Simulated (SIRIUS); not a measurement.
GePd: single point with PBEsol

The system is GePd.

```
CELL_PARAMETERS angstrom
5.78200 0.00000 0.00000
0.00000 3.48100 0.00000
0.00000 0.00000 6.25900
ATOMIC_POSITIONS crystal
Pd 0.49500 0.75000 0.33400
Pd 0.50500 0.25000 0.66600
Pd 0.00500 0.25000 0.83400
Pd 0.99500 0.75000 0.16600
Ge 0.31000 0.75000 0.92500
Ge 0.69000 0.25000 0.07500
Ge 0.19000 0.25000 0.42500
Ge 0.81000 0.75000 0.57500
```

- Program: SIRIUS 7.12.0
- Task: single point
- Functional: PBEsol
- Potentials or basis: all-electron FP-LAPW
- Cutoff: 220 eV
- Basis: apw+lo standard
- k mesh: 5 × 8 × 5
- Occupations: fermi-dirac, width 0.05 eV
- Spin: no spin polarisation

```
Largest force                                     : 2.264 eV/Å
Band gap on the k mesh                            : none (metal or under the smearing width)
All electrons inside the program's atomic spheres : Pd 44.12; Ge 29.75 (radii Ge 2.09, Pd 2.22 bohr)
```

Forces on the atoms (eV/Å):
```
Pd  -0.223  0.000 -2.253
Pd   0.223  0.000  2.253
Pd   0.223  0.000 -2.253
Pd  -0.223  0.000  2.253
Ge   1.102  0.000 -0.487
Ge  -1.102  0.000  0.487
Ge  -1.102  0.000 -0.487
Ge   1.102  0.000  0.487
```

Levels at points of the mesh, in eV from the Fermi level:
| k point | band 78 | band 79 | band 80 | band 81 | band 82 | band 83 |
| --- | --- | --- | --- | --- | --- | --- |
| (0.00, 0.00, 0.00) | -2.00 | -0.96 | -0.17 | 0.02 | 0.61 | 3.71 |
| (0.00, 0.50, 0.00) | -1.78 | -1.44 | -1.44 | -0.81 | -0.81 | 1.43 |

It took 34 min on 1 thread of Arm Neoverse V2, on a shared host, peak memory 1.9 GiB.

Caveat: forces of over 1 eV/Å show positions far from the minimum, so gaps and moduli don't describe the material at rest.
